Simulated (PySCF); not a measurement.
# InF at other levels of theory

Starting from one script, swap the method and compare what comes out for InF.

Computed with PySCF 2.14.0. Level: method and basis as typed in the scripts.

4 further runs of the same task are left out: 3 for a known fault of the program, 1 that didn't finish.

### Step 1. Where the work starts

InF: 2 atoms, charge 0, spin multiplicity 1.

Bond lengths: In1–F2 2.005 Å.

### Step 2. The base run

Contents of input.py:

```python
from pyscf import gto, scf

mol = gto.M(
    atom='In 0 0 0; F 0 0 2.005',
    basis='x2c-svpall',
    charge=0,
    spin=0,
    verbose=3,
)
mf = scf.RHF(mol)
mf = mf.sfx2c1e()
mf.kernel()
mf.stability(internal=True, external=True)
mf.dip_moment()
print('orbital energies (hartree):', mf.mo_energy[..., max(0, mol.nelec[1]-3):mol.nelec[0]+3].round(4))
```

On the command line:

```sh
python input.py
```

### Step 3. MP2

Edit 1 changes step after the SCF: stability → mp2; frozen orbitals: none → 19.

input.py, as its differences from that of step 2:

```diff
@@ -1,2 +1,2 @@
-from pyscf import gto, scf
+from pyscf import gto, scf, mp
 
@@ -12,3 +12,3 @@
 mf.kernel()
-mf.stability(internal=True, external=True)
+mp.MP2(mf, frozen=19).kernel()
 mf.dip_moment()
```

### Step 4. Tpssh (RKS)

Edit 2 changes functional: none (Hartree–Fock) → tpssh; SCF type: RHF → RKS; step after the SCF: stability → analyze.

Contents of input.py:

```python
from pyscf import gto, dft

mol = gto.M(
    atom='In 0 0 0; F 0 0 2.005',
    basis='x2c-svpall',
    charge=0,
    spin=0,
    verbose=3,
)
mf = dft.RKS(mol, xc='tpssh')
mf = mf.sfx2c1e()
mf.kernel()
mf.analyze()
print('orbital energies (hartree):', mf.mo_energy[..., max(0, mol.nelec[1]-3):mol.nelec[0]+3].round(4))
```

### Step 5. TDA

Edit 3 changes step after the SCF: stability → tda; number of roots: none → 5.

input.py, as its differences from that of step 2:

```diff
@@ -1,2 +1,2 @@
-from pyscf import gto, scf
+from pyscf import gto, scf, tdscf
 
@@ -12,3 +12,6 @@
 mf.kernel()
-mf.stability(internal=True, external=True)
+td = tdscf.TDA(mf)
+td.nstates = 5
+td.kernel()
+td.analyze()
 mf.dip_moment()
```

### Step 6. MP2

Edit 4 changes step after the SCF: stability → mp2.

input.py, as its differences from that of step 2:

```diff
@@ -1,2 +1,2 @@
-from pyscf import gto, scf
+from pyscf import gto, scf, mp
 
@@ -12,3 +12,3 @@
 mf.kernel()
-mf.stability(internal=True, external=True)
+mp.MP2(mf).kernel()
 mf.dip_moment()
```

### Step 7. NEVPT2

Edit 5 changes step after the SCF: stability → nevpt2; active space: none → 4 electrons in 5 orbitals.

input.py, as its differences from that of step 2:

```diff
@@ -1,2 +1,2 @@
-from pyscf import gto, scf
+from pyscf import gto, scf, mcscf, mrpt
 
@@ -12,3 +12,6 @@
 mf.kernel()
-mf.stability(internal=True, external=True)
+mc = mcscf.CASSCF(mf, 5, 4)
+mc.kernel()
+mc.analyze()
+mrpt.NEVPT(mc).kernel()
 mf.dip_moment()
```

What does the calculation give? Wanted: for each run, E(SCF); from base; gap; SCF dipole; after the SCF.

The runs gave:

```csv
run,E(SCF) (hartree),from base (eV),gap (eV),SCF dipole (D),after the SCF
base,-5977.225435,0,10.51,3.20,stable
MP2,-5977.225435,0.0000,10.51,3.20,"MP2 correlation -6.851 eV, core frozen"
tpssh (RKS),-5980.077024,not comparable,5.00,2.72,n/a
TDA,-5977.225435,0.0000,10.51,3.20,lowest root found 5.67 eV
MP2,-5977.225435,0.0000,10.51,3.20,MP2 correlation -7.208 eV
NEVPT2,-5977.225435,0.0000,10.51,3.20,"NEVPT2 correlation -7.410 eV (from the SCF energy, the CASSCF gain included)"
```

**Reading.** A lower total energy from another functional means nothing by itself. The dearest run is “NEVPT2”, at 5.5 s against 1.7 s.
